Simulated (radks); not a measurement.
# Ionisation energy and size from B²⁺ to Tl²⁺

The task here is to estimate one member of a computed series from the others.

Program: radks (a radial shooting solver on a logarithmic mesh, Libxc functionals) version 1. Level of theory: scalar-relativistic Kohn-Sham, PBE, spin-polarised, spherical densities, finite nucleus; open shells are filled with parallel spins first. These are calculated values, not measurements, unless marked.

**Starting point**

* species: B²⁺, Al²⁺, Ga²⁺, In²⁺, Tl²⁺
* runs: 10, each species and its next ion

Set-up of the first run:

Input:

```text
Z 5
configuration [He] 2s1
relativity scalar-relativistic
functional pbe,pbe
spin polarised
nucleus finite rms 2.406 fm
c 137.035999084
```

Started as:

```sh
$ python run_ks.py task.json out
```

All runs below come from this command, one after another.

Among the steps run: B²⁺, [He] 2s1; B³⁺, [He]; Al²⁺, [Ne] 3s1; Al³⁺, [Ne]; Ga²⁺, [Ar] 3d10 4s1; Ga³⁺, [Ar] 3d10; In²⁺, [Kr] 4d10 5s1; In³⁺, [Kr] 4d10; Tl²⁺, [Xe] 4f14 5d10 6s1; Tl³⁺, [Xe] 4f14 5d10.

One of the session's tables, all rows but one given; the rest of the session is left out.

```
species  Δ-SCF (eV)  −ε(HOMO) (eV)  its <r> (bohr)
    B²⁺      38.304         32.666            1.62
   Al²⁺           ?              ?               ?
   Ga²⁺      31.609         26.694            2.07
   In²⁺      28.574         24.150            2.34
   Tl²⁺      30.355         25.791            2.27
```

Estimate the missing values for Al²⁺.

As computed: Δ-SCF (eV): 28.875; −ε(HOMO) (eV): 24.484; its <r> (bohr): 2.19. In the column «Δ-SCF (eV)» it lies between In²⁺ (28.574) and Tl²⁺ (30.355).

**Reading.** Reference values: NIST Atomic Spectra Database (exp. measured, semi-emp. semi-empirical, theory a theoretical value adopted there). By these runs, which need not match the measured order, B²⁺ holds its electron most tightly (38.304 eV) and In²⁺ least (28.574 eV); the widest outer orbital is the 5s of In²⁺. The Δ-SCF values miss the measured or semi-empirical entries by +1.8 % in the signed mean; the largest miss is +2.9 % (Ga²⁺).

**Measured values.**

From NIST Atomic Spectra Database: ionisation energy of B²⁺ 37.9306 eV; ionisation energy of Al²⁺ 28.4476 eV; ionisation energy of Ga²⁺ 30.7258 eV; ionisation energy of In²⁺ 28.0441 eV; ionisation energy of Tl²⁺ 29.852 eV.
